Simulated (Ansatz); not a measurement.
# TeH2O2 (SMILES O[Te]O): one structure at several levels

A test off equilibrium: a frame of a short trajectory is computed at several levels, and each is set against CCSD(T).

Computed with Ansatz 0.2.0, Gaussian basis. Level: single points in def2-TZVPP.

Cores are frozen in the correlated methods. Filled d shells of the heavier atoms are correlated. Core potentials replace the inner electrons past krypton, and spin-orbit coupling is left out.

1 further run of the same task is left out (it didn't finish).

## (1) The starting structure

SMILES `O[Te]O`, 5 atoms, charge 0, spin multiplicity 1.

Atoms are counted from 1 here; the program's logs count them from 0.

Bond lengths: O1–Te2 2.034 Å, O1–H4 0.985 Å, Te2–O3 1.983 Å, O3–H5 0.970 Å. Angles: Te2–O1–H4 108.8°, O1–Te2–O3 93.9°, Te2–O3–H5 103.4°.

As a file:

```xyz
5

O    -0.8796   -0.6133   -1.1061
Te   -0.1112   -0.9664    0.7436
O     1.3798    0.3220    0.5202
H    -1.5775    0.0783   -1.0326
H     1.0188    1.1479    0.8776
```

## (2) PBE-D4/def2-TZVPP

Contents of run/in.yaml:

```yaml
crystal:
  periodic: [false, false, false]
  atoms:
    - {symbol: O, position_ang: [-0.879623, -0.613278, -1.106090]}
    - {symbol: Te, position_ang: [-0.111169, -0.966389, 0.743632]}
    - {symbol: O, position_ang: [1.379803, 0.321971, 0.520182]}
    - {symbol: H, position_ang: [-1.577494, 0.078307, -1.032570]}
    - {symbol: H, position_ang: [1.018843, 1.147936, 0.877602]}
basis:
  gaussian: {orbitals: def2-TZVPP}
hamiltonian: {xc: pbe, dispersion: d4}
output: {forces: true}
```

Run with:

```bash
> ansatz run in.yaml --threads 2 --pin off --events-out ev --progress --plain --max-ram 3481MiB
```

## (3) r2SCAN-D4/def2-TZVPP

Changes to run/in.yaml since step 2:

```diff
@@ -10,3 +10,3 @@
   gaussian: {orbitals: def2-TZVPP}
-hamiltonian: {xc: pbe, dispersion: d4}
+hamiltonian: {xc: r2scan, dispersion: d4}
 output: {forces: true}
```

## (4) PBE0-D4/def2-TZVPP

Changes to run/in.yaml since step 3:

```diff
@@ -10,3 +10,3 @@
   gaussian: {orbitals: def2-TZVPP}
-hamiltonian: {xc: r2scan, dispersion: d4}
-output: {forces: true}
+hamiltonian: {xc: pbe0, dispersion: d4}
+output: {forces: true, orbitals: {seedname: orbitals}}
```

## (5) wB97M-V/def2-TZVPP

Changes to run/in.yaml since step 4:

```diff
@@ -10,3 +10,3 @@
   gaussian: {orbitals: def2-TZVPP}
-hamiltonian: {xc: pbe0, dispersion: d4}
-output: {forces: true, orbitals: {seedname: orbitals}}
+hamiltonian: {xc: {name: wB97M-V}}
+output: {forces: true}
```

## (6) CCSD(T)/def2-TZVPP

Changes to run/in.yaml since step 5:

```diff
@@ -10,3 +10,3 @@
   gaussian: {orbitals: def2-TZVPP}
-hamiltonian: {xc: {name: wB97M-V}}
+correlation: {method: ccsd_t}
 output: {forces: true}
```

(Steps that only read results are left out.)

Q: Predict the outcome of this session. Wanted: energy less free atoms, CCSD(T)/def2-TZVPP; RMS force component; RMS force error; HOMO and LUMO, PBE0-D4; T1 diagnostic.

**Answer**, as computed:

| quantity | value |
| --- | --- |
| energy less free atoms, CCSD(T)/def2-TZVPP | -14.649 eV |
| RMS force component | 0.386 to 0.779 eV/Å over the methods |
| RMS force error | PBE-D4 0.373, r2SCAN-D4 0.098, PBE0-D4 0.080, wB97M-V 0.108 eV/Å |
| HOMO and LUMO, PBE0-D4 | -6.38 and -1.98 eV |
| T1 diagnostic | 0.016 |

In words: Against CCSD(T) the functionals' energies less atoms differ by -1.415 to -0.306 eV, PBE-D4 by -1.415 eV. The reference is not at the basis limit: in triple zeta CCSD(T) underbinds, which counts against methods that bind more; the gaps are no ranking. For forces PBE0-D4 does best and PBE-D4 worst. Frozen-core CCSD(T) forces in triple zeta carry basis errors of their own, and this is one geometry, so small gaps rank nothing.
